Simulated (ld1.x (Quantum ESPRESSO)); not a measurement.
# A PAW potential for gallium, from input to tests

Task: generate the file, and judge it by its errors in other configurations, its logarithmic derivatives, its ghosts and its cutoff.

The numbers are computed with ld1.x (Quantum ESPRESSO) 7.5 (PBE, scalar-relativistic, spin-unpolarised reference atom).

### Step 1. The design

Typed settings, in words:

* element: gallium (Ga, Z = 31)
* type: PAW
* frozen core: [Ar]
* valence charge: 13
* reference configuration: 3d10 4s2 4p1
* partial waves: 4s (bound): rcut 1.25, rcutus 1.60 bohr; 4s channel at 2.25 Ry: rcut 1.25, rcutus 1.60 bohr; 4p (bound): rcut 2.25, rcutus 2.55 bohr; 4p channel at 1.9 Ry: rcut 2.25, rcutus 2.55 bohr; 3d (bound): rcut 0.55, rcutus 0.70 bohr; 3d channel at -0.75 Ry: rcut 0.55, rcutus 0.70 bohr
* local potential: all-electron potential smoothed inside 0.75 bohr (lloc = -1)
* core correction: Bessel-smoothed model core inside 0.45 bohr
* augmentation charge: GAUSS, radius 0.55 bohr

An earlier all-electron run gives the scale for the radii.

All-electron outer shells of the reference configuration (PBE, scalar-relativistic, ld1.x):

| shell | level (eV) | outermost node (bohr) | outermost maximum (bohr) |
| --- | --- | --- | --- |
| 3s | -148.13 | 0.27 | 0.56 |
| 3p | -98.86 | 0.24 | 0.56 |
| 3d | -19.15 | – | 0.53 |
| 4s | -8.95 | 0.81 | 1.90 |
| 4p | -2.58 | 0.87 | 2.53 |

### Step 2. Generation

Contents of Ga.in:

```
 &input
   title='Ga', zed=31., rel=1, dft='PBE', iswitch=3,
   config='[Ar] 3d10 4s2 4p1',
   nld=3, rlderiv=2.75, eminld=-3.0, emaxld=5.0, deld=0.02
 /
 &inputp
   pseudotype=3, lpaw=.true., tm=.true., lloc=-1, rcloc=0.75,
   nlcc=.true., new_core_ps=.true., rcore=0.45,
   which_augfun='GAUSS', rmatch_augfun=0.55,
   file_pseudopw='Ga.UPF', file_wfcaegen='ae.wfc', file_wfcncgen='nc.wfc', file_beta='beta', file_chi='chi', file_wfcusgen='us.wfc'
 /
6
4S  1  0   2.00   0.00  1.25  1.60  0.0
4S  1  0   0.00   2.25  1.25  1.60  0.0
4P  2  1   1.00   0.00  2.25  2.55  0.0
4P  2  1   0.00   1.90  2.25  2.55  0.0
3D  3  2  10.00   0.00  0.55  0.70  0.0
3D  3  2   0.00  -0.75  0.55  0.70  0.0
 &test
   configts(1)='3d10 4s2 4p1'
 /
```

Run with:

```console
$ ld1.x < Ga.in > Ga.out
```

The output, Ga.out (without the banner and most projector matrices):

```text
     Program LD1 v.7.5
     --------------------------- All-electron run ----------------------------

     Ga
     scalar relativistic calculation

     atomic number is 31.00
     dft =PBE   lsd =0 sic =0 latt =0  beta=0.20 tr2=1.0E-14
     Exchange-correlation= PBE
                           (   1   4   3   4   0   0   0)
     mesh =1205 r(mesh) = 101.09016 a.u. xmin = -7.00 dx = 0.01250
     1 Ry =  13.60569312 eV, c = 137.03599908

     n l     nl                  e(Ry)          e(Ha)          e(eV)
     1 0     1S 1( 2.00)      -751.8885      -375.9443    -10229.9645
     2 0     2S 1( 2.00)       -92.7792       -46.3896     -1262.3250
     2 1     2P 1( 6.00)       -80.7630       -40.3815     -1098.8366
     3 0     3S 1( 2.00)       -10.8870        -5.4435      -148.1258
     3 1     3P 1( 6.00)        -7.2660        -3.6330       -98.8592
     3 2     3D 1(10.00)        -1.4078        -0.7039       -19.1544
     4 0     4S 1( 2.00)        -0.6577        -0.3288        -8.9483
     4 1     4P 1( 1.00)        -0.1896        -0.0948        -2.5791

     final scf error:  1.8E-15 reached in  28 iterations

     Etot =   -3887.879138 Ry,   -1943.939569 Ha,  -52897.290452 eV

     Ekin =    3953.977613 Ry,    1976.988806 Ha,   53796.606017 eV
     Encl =   -9369.232565 Ry,   -4684.616282 Ha, -127474.903073 eV
     Eh   =    1678.315257 Ry,     839.157629 Ha,   22834.642352 eV
     Exc  =    -150.939443 Ry,     -75.469722 Ha,   -2053.635748 eV

     normalization and overlap integrals

     s(1S/1S) =  1.000000  <r> =   0.0486  <r2> =    0.0032  r(max) =   0.0319
     s(2S/2S) =  1.000000  <r> =   0.2178  <r2> =    0.0560  r(max) =   0.1833
     s(2P/2P) =  1.000000  <r> =   0.1907  <r2> =    0.0446  r(max) =   0.1464
     s(3S/3S) =  1.000000  <r> =   0.6518  <r2> =    0.4906  r(max) =   0.5647
     s(3P/3P) =  1.000000  <r> =   0.6791  <r2> =    0.5442  r(max) =   0.5647
     s(3D/3D) =  1.000000  <r> =   0.8106  <r2> =    0.8629  r(max) =   0.5305
     s(4S/4S) =  1.000000  <r> =   2.3423  <r2> =    6.3902  r(max) =   1.8984
     s(4P/4P) =  1.000000  <r> =   3.4262  <r2> =   14.2371  r(max) =   2.5307

     ------------------------ End of All-electron run ------------------------

     --------------------- Generating PAW atomic setup --------------------

      Generating local potential from pseudized AE potential:
      Matching radius rcloc =   0.7500

      Local pseudo, rcloc= 0.753 Estimated cut-off energy=    43.58 Ry

      Computing core charge for nlcc:

       r > 0.45 : true rho core
      Core charge pseudized with two Bessel functions
      Integrated core pseudo-charge :   9.41
      Wfc-us  4S rcutus= 1.594  Estimated cut-off energy=    16.48 Ry
      Wfc-us  4S rcutus= 1.594  Estimated cut-off energy=    20.63 Ry
      Wfc-us  4P rcutus= 2.563  Estimated cut-off energy=    11.41 Ry
      Wfc-us  4P rcutus= 2.563  Estimated cut-off energy=    19.59 Ry
      Wfc-us  3D rcutus= 0.698  Estimated cut-off energy=   231.45 Ry
      Wfc-us  3D rcutus= 0.698  Estimated cut-off energy=   233.45 Ry

     Required augmentation: GAUSS   radius:    0.550000
     Message from routine us2paw:
     GAUSS augmentation functions are ususally harder than BESSEL; use BESSEL instead unless you have discontinuity in local potential

     Estimated PAW energy = -277.714470 Ryd

     The PAW screened D coefficients
     0.70103     1.01330     0.00000     0.00000     0.00000     0.00000
     1.01330     1.46803     0.00000     0.00000     0.00000     0.00000
     0.00000     0.00000     0.35890     0.54983     0.00000     0.00000
     0.00000     0.00000     0.54983     0.87856     0.00000     0.00000
     0.00000     0.00000     0.00000     0.00000    -3.66120    -2.61981
     0.00000     0.00000     0.00000     0.00000    -2.61981    -1.87448

     The PAW descreened D coefficients (US)
     0.18503    -0.15096     0.00000     0.00000     0.00000     0.00000
    -0.15096    -0.66466     0.00000     0.00000     0.00000     0.00000
     0.00000     0.00000    -2.39306    -3.34483     0.00000     0.00000
     0.00000     0.00000    -3.34483    -4.97952     0.00000     0.00000
     0.00000     0.00000     0.00000     0.00000     1.20682     0.94341
     0.00000     0.00000     0.00000     0.00000     0.94341     0.73261

     ------------------- End of pseudopotential generation -------------------

     [... the all-electron block is printed once more ...]


     Computing logarithmic derivative in   2.74500
     Computing logarithmic derivative in   2.74500
     Computing the partial wave expansion
     R is outside the sphere for l=    0 j= 0.00
     R is outside the sphere for l=    0 j= 0.00
     R is outside the sphere for l=    1 j= 0.00
     R is outside the sphere for l=    1 j= 0.00
     R is outside the sphere for l=    2 j= 0.00
     R is outside the sphere for l=    2 j= 0.00

     ---------------------- Testing the pseudopotential ----------------------

     Ga
     scalar relativistic calculation

     atomic number is 31.00   valence charge is 13.00
     dft = SLA  PW   PBX  PBC   lsd =0 sic =0 latt =0  beta=0.20 tr2=1.0E-14
     mesh =1205 r(mesh) = 101.09016 xmin = -7.00 dx = 0.01250

     n l     nl             e AE (Ry)        e PS (Ry)    De AE-PS (Ry)
     3 2     3D   1(10.00)       -1.40782       -1.40898        0.00115
     1 0     4S   1( 2.00)       -0.65769       -0.65800        0.00031
     2 1     4P   1( 1.00)       -0.18956       -0.18934       -0.00022

     eps = 6.8E-15  iter = 13

     Etot =   -3887.879138 Ry,   -1943.939569 Ha,  -52897.290452 eV
     Etotps =  -277.717222 Ry,    -138.858611 Ha,   -3778.535304 eV

     Ekin =     268.522691 Ry,     134.261345 Ha,    3653.437327 eV
     Encl =    -540.807196 Ry,    -270.403598 Ha,   -7358.056751 eV
     Ehrt =     145.503831 Ry,      72.751916 Ha,    1979.680474 eV
     Ecxc =    -150.936548 Ry,     -75.468274 Ha,   -2053.596353 eV
     (Ecc =     -21.704609 Ry,     -10.852305 Ha,    -295.306250 eV)

     ---------------------- End of pseudopotential test ----------------------
```

It took 2.1 s on 1 thread of Neoverse-V1, shared host. (Generation and the later configuration tests together.)

All-electron and pseudo partial waves u(r) = r·R(r), from the program's wave files:

| r (bohr) | 3d AE | 3d PS |
| --- | --- | --- |
| 0.128 | 0.2369 | 0.0663 |
| 0.255 | 0.6998 | 0.3969 |
| 0.382 | 0.9962 | 0.8420 |
| 0.510 | 1.0949 | 1.0791 |
| 0.638 | 1.0665 | 1.0675 |
| 0.765 | 0.9794 | 0.9794 |
| 0.893 | 0.8712 | 0.8712 |
| 1.020 | 0.7627 | 0.7627 |
| 1.148 | 0.6607 | 0.6607 |
| 1.275 | 0.5698 | 0.5698 |
| 1.402 | 0.4899 | 0.4899 |
| 1.530 | 0.4201 | 0.4201 |
| 1.658 | 0.3599 | 0.3599 |
| 1.785 | 0.3086 | 0.3086 |
| 1.912 | 0.2646 | 0.2646 |
| 2.040 | 0.2266 | 0.2266 |
| 2.168 | 0.1941 | 0.1941 |
| 2.295 | 0.1664 | 0.1664 |
| 2.422 | 0.1427 | 0.1427 |
| 2.550 | 0.1223 | 0.1223 |
| 2.678 | 0.1047 | 0.1047 |
| 2.805 | 0.0898 | 0.0898 |
| 2.932 | 0.0770 | 0.0770 |
| 3.060 | 0.0660 | 0.0660 |
| 3.188 | 0.0565 | 0.0565 |
| 3.315 | 0.0485 | 0.0485 |

### Step 3. Configuration tests

Contents of Ga.test.in:

```
 &input
   title='Ga', zed=31., rel=1, dft='PBE', iswitch=2,
   config='[Ar] 3d10 4s2 4p1'
 /
 &test
   file_pseudo='Ga.UPF', nconf=8,
   configts(1)='3d10 4s2 4p1',
   configts(2)='3d10 4s2 4p0',
   configts(3)='3d10 4s1 4p0',
   configts(4)='3d10 4s0 4p0',
   configts(5)='3d10 4s1 4p2',
   configts(6)='3d10 4s0 4p3',
   configts(7)='3d10 4s2 4p1.3',
   configts(8)='3d9 4s0 4p0'
 /
```

Run with:

```console
$ ld1.x < Ga.test.in > Ga.test.out
```

Ga.test.out, the pseudopotential blocks:

```text
     ---------------------- Testing the pseudopotential ----------------------

     Ga
     scalar relativistic calculation

     atomic number is 31.00   valence charge is 13.00
     dft =SLA  PW   PBX  PBC   lsd =0 sic =0 latt =0  beta=0.20 tr2=1.0E-14
     mesh =1205 r(mesh) = 101.09016 xmin = -7.00 dx = 0.01250

     n l     nl             e AE (Ry)        e PS (Ry)    De AE-PS (Ry)
     3 2     3D   1(10.00)       -1.40782       -1.40898        0.00115
     1 0     4S   1( 2.00)       -0.65769       -0.65800        0.00031
     2 1     4P   1( 1.00)       -0.18956       -0.18934       -0.00022

     eps = 6.8E-15  iter = 13

     Etot =   -3887.879138 Ry,   -1943.939569 Ha,  -52897.290452 eV
     Etotps =  -277.717222 Ry,    -138.858611 Ha,   -3778.535304 eV

     Ekin =     268.522691 Ry,     134.261345 Ha,    3653.437327 eV
     Encl =    -540.807196 Ry,    -270.403598 Ha,   -7358.056751 eV
     Ehrt =     145.503831 Ry,      72.751916 Ha,    1979.680474 eV
     Ecxc =    -150.936548 Ry,     -75.468274 Ha,   -2053.596353 eV
     (Ecc =     -21.704609 Ry,     -10.852305 Ha,    -295.306250 eV)

     ---------------------- End of pseudopotential test ----------------------

     ---------------------- Testing the pseudopotential ----------------------

     Ga
     scalar relativistic calculation

     atomic number is 31.00   valence charge is 13.00
     dft =SLA  PW   PBX  PBC   lsd =0 sic =0 latt =0  beta=0.20 tr2=1.0E-14
     mesh =1205 r(mesh) = 101.09016 xmin = -7.00 dx = 0.01250

     n l     nl             e AE (Ry)        e PS (Ry)    De AE-PS (Ry)
     3 2     3D   1(10.00)       -2.01549       -2.02468        0.00919  !
     1 0     4S   1( 2.00)       -1.20034       -1.19847       -0.00187
     2 1     4P   1( 0.00)       -0.66647       -0.65079       -0.01568  !

     eps = 4.9E-15  iter = 19

     Etot =   -3887.461073 Ry,   -1943.730537 Ha,  -52891.602393 eV
     Etotps =  -277.303619 Ry,    -138.651810 Ha,   -3772.907947 eV
     dEtot_ae =       0.418065 Ry
     dEtot_ps =       0.413603 Ry,   Delta E=       0.004462 Ry

     Ekin =     266.735455 Ry,     133.367728 Ha,    3629.120748 eV
     Encl =    -531.424498 Ry,    -265.712249 Ha,   -7230.398637 eV
     Ehrt =     137.926232 Ry,      68.963116 Ha,    1876.581992 eV
     Ecxc =    -150.540809 Ry,     -75.270405 Ha,   -2048.212051 eV
     (Ecc =     -21.704609 Ry,     -10.852305 Ha,    -295.306250 eV)

     ---------------------- End of pseudopotential test ----------------------

     ---------------------- Testing the pseudopotential ----------------------

     Ga
     scalar relativistic calculation

     atomic number is 31.00   valence charge is 13.00
     dft =SLA  PW   PBX  PBC   lsd =0 sic =0 latt =0  beta=0.20 tr2=1.0E-14
     mesh =1205 r(mesh) = 101.09016 xmin = -7.00 dx = 0.01250

     n l     nl             e AE (Ry)        e PS (Ry)    De AE-PS (Ry)
     3 2     3D   1(10.00)       -2.89274       -2.90327        0.01054  !
     1 0     4S   1( 1.00)       -1.91606       -1.91284       -0.00322
     2 1     4P   1( 0.00)       -1.30377       -1.27580       -0.02796  !

     eps = 1.9E-15  iter = 18

     Etot =   -3885.908206 Ry,   -1942.954103 Ha,  -52870.474558 eV
     Etotps =  -275.752878 Ry,    -137.876439 Ha,   -3751.809039 eV
     dEtot_ae =       1.970932 Ry
     dEtot_ps =       1.964344 Ry,   Delta E=       0.006588 Ry

     Ekin =     264.974304 Ry,     132.487152 Ha,    3605.159067 eV
     Encl =    -518.654276 Ry,    -259.327138 Ha,   -7056.650921 eV
     Ehrt =     127.904434 Ry,      63.952217 Ha,    1740.228481 eV
     Ecxc =    -149.977340 Ry,     -74.988670 Ha,   -2040.545665 eV
     (Ecc =     -21.704609 Ry,     -10.852305 Ha,    -295.306250 eV)

     ---------------------- End of pseudopotential test ----------------------

     ---------------------- Testing the pseudopotential ----------------------

     Ga
     scalar relativistic calculation

     atomic number is 31.00   valence charge is 13.00
     dft =SLA  PW   PBX  PBC   lsd =0 sic =0 latt =0  beta=0.20 tr2=1.0E-14
     mesh =1205 r(mesh) = 101.09016 xmin = -7.00 dx = 0.01250

     n l     nl             e AE (Ry)        e PS (Ry)    De AE-PS (Ry)
     3 2     3D   1(10.00)       -3.85756       -3.87136        0.01380  !
     1 0     4S   1( 0.00)       -2.68834       -2.68297       -0.00537  !
     2 1     4P   1( 0.00)       -1.99942       -1.95068       -0.04874  !

     eps = 9.8E-15  iter = 13

     Etot =   -3883.609747 Ry,   -1941.804873 Ha,  -52839.202424 eV
     Etotps =  -273.458032 Ry,    -136.729016 Ha,   -3720.586067 eV
     dEtot_ae =       4.269391 Ry
     dEtot_ps =       4.259190 Ry,   Delta E=       0.010201 Ry

     Ekin =     262.203693 Ry,     131.101846 Ha,    3567.462981 eV
     Encl =    -503.961968 Ry,    -251.980984 Ha,   -6856.751881 eV
     Ehrt =     117.695218 Ry,      58.847609 Ha,    1601.325021 eV
     Ecxc =    -149.394975 Ry,     -74.697488 Ha,   -2032.622188 eV
     (Ecc =     -21.704609 Ry,     -10.852305 Ha,    -295.306250 eV)

     ---------------------- End of pseudopotential test ----------------------

     ---------------------- Testing the pseudopotential ----------------------

     Ga
     scalar relativistic calculation

     atomic number is 31.00   valence charge is 13.00
     dft =SLA  PW   PBX  PBC   lsd =0 sic =0 latt =0  beta=0.20 tr2=1.0E-14
     mesh =1205 r(mesh) = 101.09016 xmin = -7.00 dx = 0.01250

     n l     nl             e AE (Ry)        e PS (Ry)    De AE-PS (Ry)
     3 2     3D   1(10.00)       -1.54605       -1.52527       -0.02079  !
     1 0     4S   1( 1.00)       -0.73819       -0.73036       -0.00783  !
     2 1     4P   1( 2.00)       -0.24611       -0.25010        0.00400

     eps = 4.7E-15  iter = 20

     Etot =   -3887.398627 Ry,   -1943.699314 Ha,  -52890.752772 eV
     Etotps =  -277.243090 Ry,    -138.621545 Ha,   -3772.084404 eV
     dEtot_ae =       0.480511 Ry
     dEtot_ps =       0.474132 Ry,   Delta E=       0.006378 Ry

     Ekin =     269.477539 Ry,     134.738770 Ha,    3666.428701 eV
     Encl =    -539.966368 Ry,    -269.983184 Ha,   -7346.616694 eV
     Ehrt =     144.114662 Ry,      72.057331 Ha,    1960.779861 eV
     Ecxc =    -150.868923 Ry,     -75.434462 Ha,   -2052.676272 eV
     (Ecc =     -21.704609 Ry,     -10.852305 Ha,    -295.306250 eV)

     ---------------------- End of pseudopotential test ----------------------
```

3 tests gave no usable energy difference (3d10 4s0 4p3; 3d10 4s2 4p1.3; 3d9 4s0 4p0); the test run stopped with "negative rho".

The tests as a table, with energies relative to 3d10 4s2 4p1.

| valence configuration | charge | ΔE all-electron (eV) | error AE − PS (meV) |
| --- | --- | --- | --- |
| 3d10 4s2 4p0 | +1 | 5.688 | +61 |
| 3d10 4s1 4p0 | +2 | 26.816 | +90 |
| 3d10 4s0 4p0 | +3 | 58.088 | +139 |
| 3d10 4s1 4p2 | 0 | 6.538 | +87 |

### Step 4. Logarithmic derivatives

Taken from the files of the generation run. The phase is arctan(r·u′/u) with u = r·R, unwrapped, with energies in Ry. A pole is an energy at which the radial function vanishes at the test radius. The pseudo phase is shifted by a multiple of π to meet the all-electron one at the reference energy. Levels narrower than the energy grid can be missing from the poles. The last column is the largest difference on the grid between −1 and +1 Ry.

| channel | radius (bohr) | reference (Ry) | poles AE | poles PS | window around the reference with phases within 0.05 rad (Ry) | largest difference near zero (rad) |
| --- | --- | --- | --- | --- | --- | --- |
| s | 2.75 | -0.66 | 0.23 | 0.23 | the whole range | 0.002 |
| p | 2.75 | -0.19 | 1.26 | 1.26 | below 3.9 | 0.002 |
| d | 2.75 | -1.41 | -1.38, 3.11 | -1.38, 3.08 | above -1.4 | 0.008 |

Phases (rad) along the scan:

| E (Ry) | d AE | d PS | p AE | p PS |
| --- | --- | --- | --- | --- |
| -3.00 | 1.365 | 1.365 | 1.339 | 1.339 |
| -2.52 | 1.345 | 1.345 | 1.312 | 1.312 |
| -2.04 | 1.317 | 1.317 | 1.273 | 1.273 |
| -1.56 | 1.219 | 1.218 | 1.211 | 1.210 |
| -1.08 | -1.833 | -1.833 | 1.091 | 1.091 |
| -0.60 | -1.909 | -1.909 | 0.771 | 0.771 |
| -0.12 | -2.009 | -2.010 | -0.395 | -0.392 |
| 0.36 | -2.212 | -2.214 | -1.239 | -1.238 |
| 0.84 | -2.790 | -2.799 | -1.473 | -1.473 |
| 1.32 | -3.896 | -3.907 | -1.582 | -1.582 |
| 1.80 | -4.385 | -4.390 | -1.657 | -1.657 |
| 2.28 | -4.567 | -4.570 | -1.727 | -1.726 |
| 2.76 | -4.663 | -4.666 | -1.812 | -1.813 |
| 3.24 | -4.729 | -4.733 | -1.953 | -1.956 |
| 3.72 | -4.785 | -4.790 | -2.288 | -2.308 |
| 4.20 | -4.844 | -4.851 | -3.303 | -3.394 |
| 4.68 | -4.920 | -4.933 | -4.148 | -4.197 |

### Step 5. Plane-wave convergence, by spherical Bessel functions

A separate test, outside the generator: the pseudo-atom's Hamiltonian at the reference potential is diagonalised in spherical Bessel functions j_l(qr) that vanish at 20 bohr, with q² up to the cutoff.

All-electron valence levels (Ry): 4s -0.6577, 4p -0.1896, 3d -1.4078. The lowest levels of each channel (Ry) by cutoff; the last column sums, over occupied levels, occupation times the distance from the level at 400 Ry. A positive value at high cutoff is not a bound level.

| cutoff (Ry) | s #1 | s #2 | p #1 | p #2 | d #1 | f #1 | Σ f·Δε (mRy) |
| --- | --- | --- | --- | --- | --- | --- | --- |
| 8 | -0.7095 | -0.0362 | -0.1891 | 0.0241 | 0.0466 | 0.1018 | 14648.3 |
| 25 | -12.1962 | -0.6575 | -0.1897 | 0.0240 | 0.0454 | 0.1018 | 14533.8 |
| 50 | -20.0034 | -0.6578 | -1.9295 | -0.1897 | 0.0407 | 0.1018 | 14486.2 |
| 100 | -22.5124 | -0.6578 | -11.0410 | -0.1897 | -0.7204 | 0.1018 | 6874.8 |
| 180 | -22.8259 | -0.6578 | -12.1185 | -0.1897 | -1.3900 | 0.1018 | 179.0 |
| 400 | -22.8346 | -0.6578 | -12.1518 | -0.1897 | -1.4079 | 0.1018 | 0.0 |

The sum stays within 10 mRy only somewhere over 300 Ry and within 1 mRy only somewhere over 300 Ry. The sum leaves out empty levels, which can need more. Ghost test: ghost states, bound below the all-electron valence or empty levels of the same l: s at -310.7 eV, p at -165.3 eV.

### Step 6. Outcome

```
                                                quantity                                          value
               cutoffs for 10 and 1 mRy, occupied levels                    over 300 Ry and over 300 Ry
                                            bound ghosts               s at -310.68 eV, p at -165.33 eV
                       largest miss of a reference level                                    16 meV (3d)
                            largest test error (AE − PS)  +139 meV, for 3d10 4s0 4p0 (3 tests unsolved)
largest phase difference near zero energy, channels read                                      0.008 rad
         lowest eigenvalue of the overlap (Bessel basis)                                      0.162 (p)
```

**Reading.** It has a bound ghost (s, p), a state that the atom doesn't have, and that rules the file out. By total energies transferability is fair for so large an energy: the largest error is 139 meV on 58.1 eV, for 3d10 4s0 4p0. That test lies far up in energy; among those under 40 eV, nearer to bonding, the largest error is 90 meV. The test run broke off, so later configurations gave nothing; the verdict rests on few tests. By its cutoff, over 300 Ry for the looser tolerance, it is very hard. The slowest occupied level is 3d: taken alone it needs over 300 Ry to come within 1 mRy, against 18 Ry for 4s. Near zero energy the phases of the channels with partial waves agree within 0.008 rad. All of this concerns the isolated atom, not yet a solid.
